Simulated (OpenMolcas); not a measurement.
# Gd²⁺ among point charges: CASSCF levels and susceptibility

Aim: the splitting of the states of Gd²⁺ in the field of 6 point charges, its lowest levels with spin-orbit coupling and its magnetic susceptibility.

Method: state-averaged CASSCF, spin-orbit coupling by RASSI with atomic mean-field integrals. Code: OpenMolcas 26.06.

**1. The system**

- Species: Gd²⁺ (gadolinium, Z = 64, 62 electrons)
- Basis: ANO-RCC-VDZP [7s6p4d2f1g], 68 functions
- Scalar Hamiltonian: DKH2, point nucleus
- Inactive shells: 1s 2s 2p 3s 3p 3d 4s 4p 4d 5s 5p
- Active space: 8 electrons in 7 orbitals (4f)
- Some configurations of this space: 4f8
- Orbitals: optimised for the highest spin of each parity, averaged over all roots

Outer shells as boxes (Hund's rule):

4f8
```
4f [↑↓][↑ ][↑ ][↑ ][↑ ][↑ ][↑ ]
```

The ion sits among 6 point charges of -1.5 e arranged as a trigonal antiprism (D3d), 2.4 Å from the ion, with a polar angle of 56.9° against the regular 54.74°.

Each step is its own input file, run in one work folder so that later steps find the files of earlier ones. Labels, J, g values, rates, χT and fits are worked out afterwards by a script from the matrices that RASSI stores. The input lists half of the charges; inversion (Group=XYZ) makes the rest.

**2. Basis and integrals**

a.inp

```
&GATEWAY
Coord
1

Gd 0.0 0.0 0.0
Basis=ANO-RCC-VDZP
Group=XYZ
NoMove
AngMom=0.0 0.0 0.0
AMFI
XField
3 Angstrom 0
0.000000 2.011097 1.309766 -1.500000
1.741661 -1.005549 1.309766 -1.500000
1.741661 1.005549 -1.309766 -1.500000
&SEWARD
```

Launch:

```
> OMP_NUM_THREADS=1 MOLCAS_MEM=2252 MOLCAS_PROJECT=a pymolcas a.inp > a.log
```

**3. Reference wave functions, septets of even parity, 7 roots**

a.inp

```
&RASSCF
FileOrb=start.orb
Symmetry=1
Spin=7
nActEl=8 0 0
Inactive=15 12
Ras2=0 7
CIRoot=7 7 1
SDav=7
CIMx=300
Iter=120 100
PrWF=0.3
OrbListing=Nothing
MaxOrb=0
>>> COPY $Project.JobIph JOB001
```

start.orb holds the contracted functions of the basis, ordered by shell, or the orbitals of the step before.

**4. Reference wave functions, quintets of even parity, 140 roots**

a.inp

```
&RASSCF
FileOrb=start.orb
Symmetry=1
Spin=5
nActEl=8 0 0
Inactive=15 12
Ras2=0 7
CIRoot=140 140 1
SDav=140
CIMx=300
Iter=120 100
PrWF=0.3
OrbListing=Nothing
MaxOrb=0
CIOnly
>>> COPY $Project.JobIph JOB002
```

**5. Reference wave functions, triplets of even parity, 162 roots**

a.inp

```
&RASSCF
FileOrb=start.orb
Symmetry=1
Spin=3
nActEl=8 0 0
Inactive=15 12
Ras2=0 7
CIRoot=162 162 1
SDav=588
CIMx=300
Iter=120 100
PrWF=0.3
OrbListing=Nothing
MaxOrb=0
CIOnly
>>> COPY $Project.JobIph JOB003
```

**6. State interaction with spin-orbit coupling**

a.inp

```
&RASSI
NrOfJobIphs=3 7 77 26
1 2 3 4 5 6 7
1 2 3 4 5 6 7 8 9 10 11 12 13 14 15 16 17 18 19 20 21 22 23 24 25 26 27
28 29 30 31 32 33 34 35 36 37 38 39 40 41 42 43 44 45 46 47 48 49 50 51
52 53 54 55 56 57 58 59 60 61 62 63 64 65 66 67 68 69 70 71 72 73 74 75
76 77
1 2 3 4 5 6 7 8 9 10 11 12 13 14 15 16 17 18 19 20 21 22 23 24 25 26
IphNames
JOB001
JOB002
JOB003
EJob
SpinOrbit
DIPRint=1.0
SOCoupling=1000.0
Subsets=2
Property=9
'ANGMOM' 1 'ANGMOM' 2 'ANGMOM' 3 'MLTPL  1' 1 'MLTPL  1' 2 'MLTPL  1' 3
'AMFI' 1 'AMFI' 2 'AMFI' 3
SOProperty=3
'ANGMOM' 1 'ANGMOM' 2 'ANGMOM' 3
```

**Question.** What will these runs give? Wanted: spin-free ground state; first state of the same spin within the active space; lowest level; next level.

**Answer**, as computed:

| quantity | value |
| --- | --- |
| method | CASSCF |
| spin-free ground state | 7A2, 1-fold in its orbital part |
| first state of the same spin within the active space | 7E at 364 cm⁻¹ |
| lowest level | 1-fold A1 |
| next level | 29.3 cm⁻¹ |
| χT at 300 K | 11.52 cm³ K/mol |
| effective moment at 300 K | 9.60 μB |

**Reading.** The spin-free ground state (7A2) comes to 100 % from free-ion F terms and keeps the highest spin of the shell. The quintets, triplets rest on orbitals optimised for another spin in at least one step, which raises them against the optimised states. Not all states of the active space went into the spin-orbit step. The free ion's ground configuration, as NIST lists it, lies outside this active space, so the lowest level here need not be the ground level. High states of lower spin are left out of the spin-orbit mixing, and CASSCF puts spin-flip levels too high. This is an electrostatic model: the charges have no orbitals.
